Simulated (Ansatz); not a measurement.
# CuSe2: the cost of one run

Method: DFT PBEsol, scalar-relativistic, plane waves, PAW, in Ansatz 0.2.0.

1 further run of the same task is left out (set aside as unsound or not needed).

### Step 1. Starting point

It takes space group Pnnm (No. 58, orthorhombic). Conventional cell: a = 4.977 Å, b = 6.097 Å, c = 3.719 Å, α = 90.00°, β = 90.00°, γ = 90.00°. Cu (site symmetry 2/m) is surrounded by 6 Se at 2.52 Å. Around Se (site symmetry m) lie 1 Se at 2.36 Å and 3 Cu at 2.52 Å.

Structure file:

```cif
data_structure
_symmetry_space_group_name_H-M 'P 1'
_symmetry_Int_Tables_number 1
_cell_length_a 4.9766
_cell_length_b 6.0966
_cell_length_c 3.7188
_cell_angle_alpha 90.000
_cell_angle_beta 90.000
_cell_angle_gamma 90.000
_cell_volume 112.83
loop_
_atom_site_label
_atom_site_type_symbol
_atom_site_fract_x
_atom_site_fract_y
_atom_site_fract_z
_atom_site_occupancy
Cu1 Cu 0.00000 0.00000 0.00000 1
Cu2 Cu 0.50000 0.50000 0.50000 1
Se1 Se 0.18915 0.38293 0.00000 1
Se2 Se 0.81085 0.61707 0.00000 1
Se3 Se 0.68915 0.11707 0.50000 1
Se4 Se 0.31085 0.88293 0.50000 1
```

It is the result of an earlier relaxation at this level (volume 18.81 Å³/atom; gap on the mesh: none (metal)).

### Step 2. Static run: bands, density of states and charges

The input, input.yaml:

```yaml
crystal:
  lattice:
    - [4.9765875662, 0.0, 0.0]
    - [0.0, 6.0966451565, 0.0]
    - [0.0, 0.0, 3.7187943031]
  atoms:
    - { symbol: Cu, position: [0.0, 0.0, 0.0] }
    - { symbol: Cu, position: [0.5, 0.5, 0.5] }
    - { symbol: Se, position: [0.1891510689, 0.3829345481, 0.0] }
    - { symbol: Se, position: [0.8108489311, 0.6170654519, 0.0] }
    - { symbol: Se, position: [0.6891510689, 0.1170654519, 0.5] }
    - { symbol: Se, position: [0.3108489311, 0.8829345481, 0.5] }
basis:
  ecutwfc: 420
kpoints:
  mp_grid: { grid: [8, 6, 10] }
  band_path:
    path:
      - [[0.0, 0.0, 0.0], [0.5, 0.0, 0.0], [0.5, 0.5, 0.0], [0.0, 0.5, 0.0], [0.0, 0.0, 0.0], [0.0, 0.0, 0.5], [0.5, 0.0, 0.5], [0.5, 0.5, 0.5], [0.0, 0.5, 0.5], [0.0, 0.0, 0.5]]
      - [[0.5, 0.0, 0.0], [0.5, 0.0, 0.5]]
      - [[0.0, 0.5, 0.0], [0.0, 0.5, 0.5]]
      - [[0.5, 0.5, 0.0], [0.5, 0.5, 0.5]]
    npoints: 14
hamiltonian:
  xc: pbesol
scf:
  occupations: { method: gaussian, width: 0.1 }
  n_extra_bands: 15
output:
  forces: true
  stress: true
  eigenvalues: true
  populations: true
  dos: { projected: true, de: 0.02, nscf_kmesh: { grid: [12, 9, 15] } }
  bader: true
  write_density: true
  write_potential: true
  elf: true
  volumetric_format: npy
```

Started as:

```
> ansatz run input.yaml --threads 1 --pin off --max-ram 2560MiB --backend cpu --events-out ev --progress --plain --runs-dir out
```

**Question.** How long does this run take on 1 thread of Arm Neoverse V2, shared host, and how much memory does it need?

About 4.2 min, with a peak of 1.3 GiB.
